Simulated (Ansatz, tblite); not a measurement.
# Ge(NCO)4 (C4GeN4O4): a ladder of methods and basis sets

Aim: run the singlet of Ge(NCO)4 (C4GeN4O4) at one geometry on many levels, and compare frontier levels, spin and run time.

The runs use Ansatz 0.2.0, Gaussian basis; as each input shows.

The runs, in order: GFN1-xTB, GFN2-xTB, PBE-D4/def2-TZVP, r2SCAN-D4/def2-TZVP, r2SCANh-D4/def2-TZVP, BLYP-D4/def2-TZVP, PBE-D4/def2-SVP, PBE0-D4/def2-SVP, MP2/def2-SVP, RPA/def2-SVP.

2 further runs of the same task are left out: 2 set aside as unsound or not needed. Runs told in other sessions of the task aren't counted.

## 1. The structure

The singlet was relaxed beforehand with PBE-D4/def2-SVP.

13 atoms, charge 0, spin multiplicity 1.

Bond lengths: Ge1–N2 1.810 Å, Ge1–N5 1.807 Å, Ge1–N8 1.812 Å, Ge1–N11 1.808 Å, N2–C3 1.222 Å, C3–O4 1.177 Å, N5–C6 1.222 Å, C6–O7 1.176 Å, N8–C9 1.222 Å, C9–O10 1.177 Å, N11–C12 1.222 Å, C12–O13 1.176 Å. Angles: N2–Ge1–N5 109.0°, N2–Ge1–N8 111.3°, N2–Ge1–N11 108.5°, N5–Ge1–N8 108.3°, N5–Ge1–N11 110.4°, N8–Ge1–N11 109.3°, Ge1–N2–C3 142.4°, N2–C3–O4 175.5°, Ge1–N5–C6 142.0°, N5–C6–O7 175.4°, Ge1–N8–C9 141.8°, N8–C9–O10 175.5°, Ge1–N11–C12 142.1°, N11–C12–O13 175.5°.

PBE0-D4/def2-TZVP was run before; its log isn't repeated, and its numbers join the tables.

## 2. GFN1-xTB

Tight binding, by tblite at 300 K electronic temperature and without a spin-polarisation term:

```python
tblite.interface.Calculator('GFN1-xTB', numbers, positions, charge=0, uhf=0).singlepoint()
```

Energy -1135.1314 eV, HOMO -13.62 eV, LUMO -8.30 eV; 0.012 s.

## 3. GFN2-xTB

Tight binding, by tblite at 300 K electronic temperature and without a spin-polarisation term:

```python
tblite.interface.Calculator('GFN2-xTB', numbers, positions, charge=0, uhf=0).singlepoint()
```

Energy -1049.4033 eV, HOMO -12.96 eV, LUMO -7.96 eV; 0.01 s.

## 4. PBE-D4/def2-TZVP

start.molden holds the orbitals of an earlier run on this state, given as this run's starting guess.

Contents of in.yaml:

```yaml
crystal:
  periodic: [false, false, false]
  atoms:
    - {symbol: Ge, position_ang: [0.084853, -0.070978, -0.037115]}
    - {symbol: N, position_ang: [-0.378790, -0.347259, 1.690974]}
    - {symbol: C, position_ang: [-0.100288, -0.012624, 2.832930]}
    - {symbol: O, position_ang: [0.099240, 0.253698, 3.961393]}
    - {symbol: N, position_ang: [1.870348, -0.286874, -0.208613]}
    - {symbol: C, position_ang: [2.817313, 0.040576, -0.908118]}
    - {symbol: O, position_ang: [3.783767, 0.306206, -1.524021]}
    - {symbol: N, position_ang: [-0.340533, 1.607337, -0.572942]}
    - {symbol: C, position_ang: [-1.293859, 2.296804, -0.904613]}
    - {symbol: O, position_ang: [-2.152499, 3.030432, -1.234724]}
    - {symbol: N, position_ang: [-0.796420, -1.268112, -1.066924]}
    - {symbol: C, position_ang: [-1.468701, -2.286412, -1.000228]}
    - {symbol: O, position_ang: [-2.124442, -3.262784, -1.028008]}
basis:
  gaussian: {orbitals: def2-TZVP, initial_orbitals: start.molden}
hamiltonian: {xc: pbe, dispersion: d4}
scf: {omitted_lower_state_checks: [starts]}
output: {orbitals: {seedname: orbitals}}
```

On the command line:

```bash
ansatz run in.yaml --threads 4 --pin off --events-out ev --progress --plain --max-ram 6963MiB
```

After this run come: r2SCAN-D4/def2-TZVP; r2SCANh-D4/def2-TZVP; BLYP-D4/def2-TZVP; PBE-D4/def2-SVP; PBE0-D4/def2-SVP; MP2/def2-SVP; RPA/def2-SVP.

**Question.** What will the summary of the whole plan be? Wanted: gap in def2-TZVP, named functionals, smallest and largest; correlation energy, MP2/def2-SVP; binding an atom, functionals in def2-TZVP; PBE0 total energy, smallest basis above largest.

As calculated:

| quantity | value |
| --- | --- |
| gap in def2-TZVP, named functionals, smallest and largest | 5.33 eV (BLYP-D4), 7.86 eV (PBE0-D4) |
| correlation energy, MP2/def2-SVP | -55.61 eV |
| binding an atom, functionals in def2-TZVP | 5.37 (r2SCANh-D4) to 5.83 eV (PBE-D4) |
| PBE0 total energy, smallest basis above largest | 28.18 eV (def2-SVP, def2-TZVP) |

Over the named functionals in def2-TZVP the gap runs from 5.33 eV (BLYP-D4) to 7.86 eV (PBE0-D4); exact exchange widens it.
